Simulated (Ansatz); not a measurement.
# C2H5ClFIn: the cost of one run

Method: the settings change from run to run; program: Ansatz 0.2.0, Gaussian basis.

1 further run of the same task is left out (for a known fault of the program).

## 1. The geometry

An earlier PBE0-D4 in a triple-zeta def2 set relaxation fixed the geometry. In takes a core potential in def2 sets; no spin-orbit term is included.

10 atoms, charge 0, spin multiplicity 1.

Atoms are counted from 1 here; the program's logs count them from 0.

Bond lengths: C1–C2 1.520 Å, C1–H6 1.091 Å, C1–H7 1.094 Å, C1–H8 1.091 Å, C2–In3 2.141 Å, C2–H9 1.092 Å, C2–H10 1.092 Å, In3–F4 1.952 Å, In3–Cl5 2.319 Å. Angles: C2–C1–H6 112.1°, C2–C1–H7 110.3°, C2–C1–H8 112.1°, H6–C1–H7 107.5°, H6–C1–H8 107.2°, H7–C1–H8 107.5°, C1–C2–In3 113.7°, C1–C2–H9 112.2°, C1–C2–H10 112.1°, In3–C2–H9 105.7°, In3–C2–H10 105.7°, H9–C2–H10 106.8°, C2–In3–F4 120.2°, C2–In3–Cl5 130.9°, F4–In3–Cl5 108.8°.

## 2. HF/def2-TZVPP

This run has high accuracy.

The input, in.yaml:

```yaml
crystal:
  periodic: [false, false, false]
  atoms:
    - {symbol: C, position_ang: [0.246416, -1.099739, 0.878638]}
    - {symbol: C, position_ang: [0.528487, 0.329305, 0.443571]}
    - {symbol: In, position_ang: [-0.625025, 0.958844, -1.247213]}
    - {symbol: F, position_ang: [-1.892896, -0.267648, -2.082878]}
    - {symbol: Cl, position_ang: [-0.676127, 2.978592, -2.385014]}
    - {symbol: H, position_ang: [-0.796326, -1.242661, 1.167541]}
    - {symbol: H, position_ang: [0.865580, -1.362175, 1.741976]}
    - {symbol: H, position_ang: [0.463724, -1.820387, 0.088294]}
    - {symbol: H, position_ang: [1.573310, 0.475036, 0.160298]}
    - {symbol: H, position_ang: [0.312866, 1.050833, 1.234786]}
basis:
  gaussian: {orbitals: def2-TZVPP}
hamiltonian: {xc: {name: HF}}
accuracy: high
output: {forces: true}
```

Launch:

```bash
> ansatz run in.yaml --threads 4 --pin off --events-out ev --progress --plain --max-ram 10444MiB
```

**Question.** How long does this run take on 4 threads of Arm Neoverse V2, shared host, and how much memory does it need?

About 19 s, with a peak of 1.8 GiB.
